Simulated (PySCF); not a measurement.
**KSr: from the state search to spectroscopic constants**

An exercise on one series of results from a longer session: the logs are not shown, and one member is left open.

Method: K def2-SVP, Sr def2-SVP with ECP28, scalar-relativistic core potentials; program: PySCF 2.14.0.

Set-up of the first run:

A driver script around PySCF takes these settings:

* atoms: K, Sr
* charge: 0
* basis: K def2-SVP, Sr def2-SVP with ECP28
* Hamiltonian: scalar-relativistic core potentials
* basis functions: 47
* electrons treated: 29
* masses in u: 38.9637, 87.9056
* levels: PBE0, PBE, r²SCAN, r²SCANh, M06-2X, BLYP, LC-ωPBE, HF, MP2, SCS-MP2, CCSD, CCSD(T)
* grid: 80 radial by 434 angular points
* occupations: held fixed by the projection of orbital angular momentum
* dissociation limit: K + Sr, each in its ground configuration
* starting distance in angstrom: 3.655
* values of 2S to try: 1, 3

The run is started by

```console
> OMP_NUM_THREADS=1 python dia.py task.json out
```

Steps of the session up to this table: The job; The PBE0 curve of the state that the search chose; Other states along the same grid; PBE (GGA); r²SCAN; r²SCANh; M06-2X; BLYP; LC-ωPBE; ROHF (mean field); MP2 and coupled cluster.

One table of the session follows, with a row left open; its other results are not shown here.

It belongs to the step «Constants by level of theory». 

| level | Re (Å) | ωe (cm⁻¹) | De (eV) |
| --- | --- | --- | --- |
| ROHF-MP2 | 4.923 | 31.4 | 0.097 |
| ROHF-SCS-MP2 | 4.997 | 29.4 | 0.082 |
| ROHF-CCSD | 4.785 | 35.6 | 0.113 |
| ROHF-CCSD(T) | 4.706 | 39.2 | 0.131 |
| PBE | ? | ? | ? |
| BLYP | 4.591 | 48.9 | 0.107 |
| r²SCAN | 4.519 | 59.6 | 0.250 |
| r²SCANh | 4.520 | 59.1 | 0.244 |
| PBE0 | 4.498 | 57.9 | 0.201 |
| M06-2X | 4.317 | 67.1 | 0.300 |
| LC-ωPBE | 4.499 | 60.0 | 0.191 |

**Question.** Estimate the row for PBE.

As computed: Re (Å): 4.459; ωe (cm⁻¹): 59.6; De (eV): 0.224. In the column «Re (Å)» it lies between M06-2X (4.317) and PBE0 (4.498).

De is counted to K + Sr in their ground configurations. No constants: ROHF (no minimum is bracketed among the points kept).

Limits of these values: The bond is weak, and basis-set superposition, which was not computed, may be a sizeable part of it.
